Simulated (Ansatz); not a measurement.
# CH₄AlClFNO: up Jacob's ladder to CCSD(T)

The task here is to estimate one member of a computed series from the others.

The runs use Ansatz 0.2.0, Gaussian basis; functionals in def2-TZVPP, the program's frozen cores in correlated methods.

Plan: LDA (SPW92), PBE-D4, revPBE-D4, BLYP-D4, r2SCAN-D4, B97M-V, PBE0-D4, B3LYP-D4, r2SCANh-D4, r2SCAN0-D4, HSE06-D4, BHLYP-D4, CAM-B3LYP-D4, LC-ωPBE, ωB97X-V, ωB97M-V, B2PLYP, PBE-QIDH; CCSD(T)/def2-SVP; CCSD(T)/def2-TZVPP; MP2/def2-QZVPP; extrapolation to the limit; RPA on PBE.

## The relaxed structure

An earlier PBE0-D4 in a triple-zeta def2 set relaxation fixed the geometry.

10 atoms, charge 0, spin multiplicity 1.

Atoms are counted from 1 here; the program's logs count them from 0.

Bond lengths: N1–C2 1.288 Å, N1–H7 1.020 Å, N1–H8 1.013 Å, C2–F4 1.309 Å, C2–Al5 2.099 Å, O3–Al5 1.712 Å, O3–H9 0.954 Å, Al5–Cl6 2.188 Å, Al5–H10 1.586 Å. Angles: C2–N1–H7 115.3°, C2–N1–H8 123.3°, H7–N1–H8 121.4°, N1–C2–F4 112.9°, N1–C2–Al5 121.6°, F4–C2–Al5 125.4°, Al5–O3–H9 123.1°, C2–Al5–O3 100.0°, C2–Al5–Cl6 93.4°, C2–Al5–H10 109.1°, O3–Al5–Cl6 114.7°, O3–Al5–H10 121.5°, Cl6–Al5–H10 113.0°.

Set-up of the first run:

Input file in.yaml:

```yaml
crystal:
  periodic: [false, false, false]
  atoms:
    - {symbol: N, position_ang: [-0.824481, -1.597241, 0.240157]}
    - {symbol: C, position_ang: [0.061598, -0.908530, -0.392881]}
    - {symbol: O, position_ang: [1.655477, 1.349206, 0.577847]}
    - {symbol: F, position_ang: [0.870826, -1.651097, -1.105897]}
    - {symbol: Al, position_ang: [0.154996, 1.182425, -0.228627]}
    - {symbol: Cl, position_ang: [-1.599103, 1.288598, 1.075403]}
    - {symbol: H, position_ang: [-1.474855, -1.053682, 0.808008]}
    - {symbol: H, position_ang: [-0.879429, -2.607883, 0.196174]}
    - {symbol: H, position_ang: [2.212249, 2.119041, 0.488381]}
    - {symbol: H, position_ang: [-0.094179, 1.827962, -1.655564]}
basis:
  gaussian: {orbitals: def2-TZVPP}
hamiltonian: {xc: lda}
output: {orbitals: {seedname: orbitals}}
```

Launch:

```sh
> ansatz run in.yaml --threads 4 --pin off --events-out ev --progress --plain --max-ram 10444MiB
```

Steps of the session up to this table: LDA; PBE-D4 (GGA); revPBE-D4 (GGA); BLYP-D4 (GGA); r2SCAN-D4 (meta-GGA); B97M-V (meta-GGA); PBE0-D4 (hybrid); B3LYP-D4 (hybrid); r2SCANh-D4 (hybrid); r2SCAN0-D4 (hybrid); HSE06-D4 (hybrid); BHLYP-D4 (hybrid); CAM-B3LYP-D4 (range-separated); LC-ωPBE (range-separated); ωB97X-V (range-separated); ωB97M-V (range-separated); B2PLYP (double hybrid); PBE-QIDH (double hybrid).

One of the session's tables, all rows but one given; the rest of the session is left out.

It belongs to the step «Orbital energies across the functionals». 

```
  functional  HOMO (eV)  LUMO (eV)  gap (eV)
 LDA (SPW92)          ?          ?         ?
      PBE-D4      -6.38      -3.16      3.22
   revPBE-D4      -6.32      -3.06      3.26
     BLYP-D4      -6.30      -3.03      3.26
   r2SCAN-D4      -6.73      -2.97      3.76
      B97M-V      -6.81      -2.89      3.92
     PBE0-D4      -7.80      -2.07      5.73
    B3LYP-D4      -7.59      -2.33      5.27
  r2SCANh-D4      -7.26      -2.56      4.69
  r2SCAN0-D4      -8.04      -1.95      6.08
    HSE06-D4      -7.39      -2.46      4.93
    BHLYP-D4      -9.14      -0.84      8.30
CAM-B3LYP-D4      -9.23      -0.84      8.39
     LC-ωPBE     -10.60       0.40     11.00
     ωB97X-V     -10.25       0.33     10.58
     ωB97M-V     -10.06       0.26     10.33
```

Q: Estimate the row for LDA (SPW92) from the others.

**Answer.** HOMO (eV): -6.50; LUMO (eV): -3.43; gap (eV): 3.07. In the column «HOMO (eV)» it lies between r2SCAN-D4 (-6.73) and PBE-D4 (-6.38).
